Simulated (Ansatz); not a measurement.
CoPd3 under changes of volume

One of the cells (14.271 Å³/atom); the others are scaled copies at fixed shape and fractional positions:

```
Pd Co
1.0
     3.85037    0.00000    0.00000
     0.00000    3.85037    0.00000
     0.00000    0.00000    3.85037
Pd Co
3 1
Direct
  0.50000 0.50000 0.00000
  0.50000 0.00000 0.50000
  0.00000 0.50000 0.50000
  0.00000 0.00000 0.00000
```

The cell comes from a database or a generator and needn't be the stable form of this composition.

| Quantity | Value |
| --- | --- |
| Program | Ansatz 0.2.0 |
| Functional | PBEsol |
| Potentials or basis | all-electron LAPW, scalar-relativistic |
| Cutoff | 273 eV (chosen from the basis error) |
| Basis error allowed | 0.001 eV/atom |
| k mesh | 7 × 7 × 7 |
| Occupations | fermi-dirac, width 0.05 eV |
| Spin | collinear spin, ferromagnetic start |
| Starting moments | [0.0, 0.0, 0.0, 2.0] μB |

| volume (Å³/atom) | energy over the lowest point (meV/atom) | pressure (GPa) | moment (μB per cell) |
| --- | --- | --- | --- |
| 13.415 | 3.92 | 4.7 | 2.98 |
| 13.700 | 0.00 | 0.1 | 2.99 |
| 13.985 | 3.77 | -4.0 | 3.01 |
| 14.271 | 14.29 | -7.5 | 3.02 |
| 14.556 | 30.74 | -10.6 | 3.04 |
| 14.842 | ? | ? | ? |
| 15.127 | 78.53 | -15.7 | 3.06 |

Problem. What does the run at 14.842 Å³/atom give?

Solution. Energy over the lowest point 52.37 meV/atom; pressure -13.3 GPa; moment 3.05 μB per cell.

Worked out: A Birch-Murnaghan fit of order 3 (a polynomial in V^(-2/3)) to the other rows has its minimum at 13.70 Å³/atom with B0 = V·E''(V) = 208 GPa and B' = 5.3. It gives 52.40 meV/atom at 14.842 Å³/atom, against the run's 52.37, and -dE/dV = -13.5 GPa, against -13.3. A straight line through the other rows of the moment, of slope 0.0486 μB per Å³/atom, gives 3.05 μB, against the run's 3.05.

Energies are extrapolated to zero smearing.
